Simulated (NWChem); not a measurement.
# BNH3SF (SMILES NB(F)S): r2SCAN0/def2-SVP

Aim: the vertical singlet–triplet gap of BNH3SF at r2SCAN0/def2-SVP, from 2 runs. 

Program for the calculation: NWChem 7.3.0.

2 further runs of the same task are left out: 1 that didn't finish, 1 set aside as unsound or not needed.

## 1. Starting point

BNH3SF: 7 atoms, total charge 0, spin state singlet. SMILES: `NB(F)S`. The shape is that of a GFN2-xTB optimisation. This is one conformer, not always the lowest.

Bond lengths: N1–B2 1.389 Å, B2–F3 1.331 Å, B2–S4 1.812 Å, N1–H5 1.004 Å, N1–H6 1.006 Å, S4–H7 1.327 Å. Angles: N1–B2–F3 118.2°, N1–B2–S4 123.5°, F3–B2–S4 118.2°, B2–N1–H5 125.3°, B2–N1–H6 121.2°, B2–S4–H7 96.6°, H5–N1–H6 113.5°.

## 2. Energy and one-electron properties at r2SCAN0/def2-SVP

struct.nw reads:

```
start struct
memory 2200 mb

geometry units angstroms noautoz
  N     -0.158770     0.722100     0.592520
  B      0.223960    -0.562120     0.225210
  F      0.639230    -1.392210     1.179430
  S      0.182100    -1.169880    -1.481210
  H     -0.489480     1.430730    -0.036570
  H     -0.125280     1.022070     1.551710
  H     -0.271750    -0.050680    -2.031090
end

basis spherical bse
  N library def2-SVP
  B library def2-SVP
  F library def2-SVP
  S library def2-SVP
  H library def2-SVP
end

dft
  xc r2scan0
  grid medium
  mulliken
end

property
  quadrupole
  dipole
  electrondensity
  octupole
end

task dft property
```

Launch:

```sh
$ nwchem struct.nw > struct.out
```

Log:

```text
[...]
          Wavefunction type:  closed shell.
          No. of atoms     :     7
          No. of electrons :    40
[...]
          Charge           :     0
          Spin multiplicity:     1
[...]
          AO basis - number of functions:    75
[...]
              XC Information
              --------------
                     r^2SCAN0 Method XC Functional
                     Hartree-Fock (Exact) Exchange  0.250
               r^2SCAN metaGGA Exchange Functional  0.750
                     r^2SCAN Correlation Potential  1.000
[...]
 d= 0,ls=0.0,diis     1   -579.1095600144 -7.26D+02  1.18D-02  5.34D-01     1.1
[...]
 d= 0,ls=0.0,diis     8   -579.1757437563  6.18D-09  4.81D-06  2.99D-07     6.8
         Total DFT energy =     -579.175743756282
      One electron energy =    -1091.129414634853
           Coulomb energy =      413.144713251182
    Exchange-Corr. energy =      -48.211873409887
 Nuclear repulsion energy =      147.020831037276
[...]
      Total Density - Mulliken Population Analysis
     ---------------------------------------------
    Atom       Charge   Shell Charges
 -----------   ------   -------------------------------------------------------
    1 N    7     7.18   1.99  0.96  0.35  2.49  1.38  0.01
    2 B    5     4.84   1.99  0.76  0.04  1.55  0.30  0.20
    3 F    9     9.16   1.99  1.13  0.73  3.37  1.93  0.01
    4 S   16    16.19   2.00  1.99  1.20  0.63  5.93  1.83  2.56  0.05
    5 H    1     0.86   0.71  0.10  0.05
    6 H    1     0.85   0.71  0.09  0.05
    7 H    1     0.92   0.72  0.17  0.03
[...]
   Dipole moment        3.4694830229 Debye(s)
             DMX        3.2972548149 DMXEFC        0.0000000000
             DMY        1.0795476447 DMYEFC        0.0000000000
             DMZ       -0.0001234081 DMZEFC        0.0000000000
   -EFC- dipole         0.0000000000 DEBYE(S)
   Total dipole         3.4694830229 DEBYE(S)
[...]
```

Wall time 7.5 s (1 thread of Intel Xeon Platinum 8488C (Sapphire Rapids), shared host); peak memory 0.11 GiB.

Atomic charges (e):

| atom | Mulliken | Löwdin |
| --- | --- | --- |
| N1 | -0.180 | -0.020 |
| B2 | +0.160 | -0.320 |
| F3 | -0.160 | +0.000 |
| S4 | -0.190 | +0.180 |
| H5 | +0.140 | +0.080 |
| H6 | +0.150 | +0.090 |
| H7 | +0.080 | -0.010 |

## 3. The triplet, same level

nw.nw reads:

```
start nw
title "BFH3NS properties"
memory 2200 mb

geometry noautosym nocenter noautoz
  N    -0.158770    0.722100    0.592520
  B     0.223960   -0.562120    0.225210
  F     0.639230   -1.392210    1.179430
  S     0.182100   -1.169880   -1.481210
  H    -0.489480    1.430730   -0.036570
  H    -0.125280    1.022070    1.551710
  H    -0.271750   -0.050680   -2.031090
end

basis spherical bse
  * library def2-SVP
end

dft
  xc r2scan0
  mult 3
  grid medium
  maxiter 150
  mulliken
  noprint "final vectors analysis"
end

property
  quadrupole
  dipole
  electrondensity
  octupole
end

task dft property
```

Launch:

```sh
$ nwchem nw.nw > nw.out
```

Log:

```text
[...]
          Wavefunction type:  spin polarized.
          No. of atoms     :     7
          No. of electrons :    40
[...]
          Charge           :     0
          Spin multiplicity:     3
[...]
          AO basis - number of functions:    75
[...]
              XC Information
              --------------
                     r^2SCAN0 Method XC Functional
                     Hartree-Fock (Exact) Exchange  0.250
               r^2SCAN metaGGA Exchange Functional  0.750
                     r^2SCAN Correlation Potential  1.000
[...]
 d= 0,ls=0.0,diis     1   -578.8581543087 -7.26D+02  2.93D-02  1.42D-01     1.5
[...]
 d= 0,ls=0.0,diis    14   -578.9524639008 -1.60D-08  1.37D-06  1.36D-09    18.8
[...]
         Total DFT energy =     -578.952463900800
      One electron energy =    -1089.606010745707
           Coulomb energy =      411.807815667245
    Exchange-Corr. energy =      -48.175099859614
 Nuclear repulsion energy =      147.020831037276
[...]
      Total Density - Mulliken Population Analysis
     ---------------------------------------------
    Atom       Charge   Shell Charges
 -----------   ------   -------------------------------------------------------
    1 N    7     7.10   1.99  0.97  0.35  2.47  1.31  0.01
    2 B    5     4.88   1.99  0.77  0.05  1.57  0.31  0.20
    3 F    9     9.14   1.99  1.14  0.73  3.36  1.92  0.01
    4 S   16    15.75   2.00  1.99  1.27  0.51  5.93  1.76  2.20  0.10
    5 H    1     0.89   0.69  0.15  0.05
    6 H    1     0.84   0.70  0.08  0.05
    7 H    1     1.40   0.74  0.62  0.03
[...]
      <S2> =      2.0115 (Exact =     2.0000)
[...]
   Dipole moment        2.3153483805 Debye(s)
             DMX       -0.1528709187 DMXEFC        0.0000000000
             DMY        1.2649710953 DMYEFC        0.0000000000
             DMZ        1.9332140940 DMZEFC        0.0000000000
   -EFC- dipole         0.0000000000 DEBYE(S)
   Total dipole         2.3153483805 DEBYE(S)
[...]
```

Run time: 20 s. Hardware: 1 thread of Intel Xeon Platinum 8488C (Sapphire Rapids), shared host; peak memory 0.11 GiB.

Atomic charges (e):

| atom | Mulliken | Löwdin |
| --- | --- | --- |
| N1 | -0.100 | +0.060 |
| B2 | +0.120 | -0.340 |
| F3 | -0.140 | +0.010 |
| S4 | +0.250 | +0.500 |
| H5 | +0.110 | +0.050 |
| H6 | +0.160 | +0.100 |
| H7 | -0.400 | -0.370 |

## 4. Results

At r2SCAN0/def2-SVP:

| quantity | value |
| --- | --- |
| singlet: total energy | -579.17574 Eh |
| singlet: dipole moment | 3.47 D |
| singlet: HOMO energy | -7.46 eV |
| singlet: LUMO energy | 1.21 eV |
| singlet: HOMO–LUMO gap | 8.67 eV |
| triplet: total energy | -578.95246 Eh |
| triplet: dipole moment | 2.32 D |
| triplet: ⟨S²⟩ | 2.011 |
| vertical energy of the triplet above the singlet | 6.076 eV |

In words: At this shape the triplet lies 6.08 eV (586 kJ/mol) above the singlet. Mulliken charges (triplet) run from -0.40 on H7 to +0.25 on S4; they depend strongly on the basis.
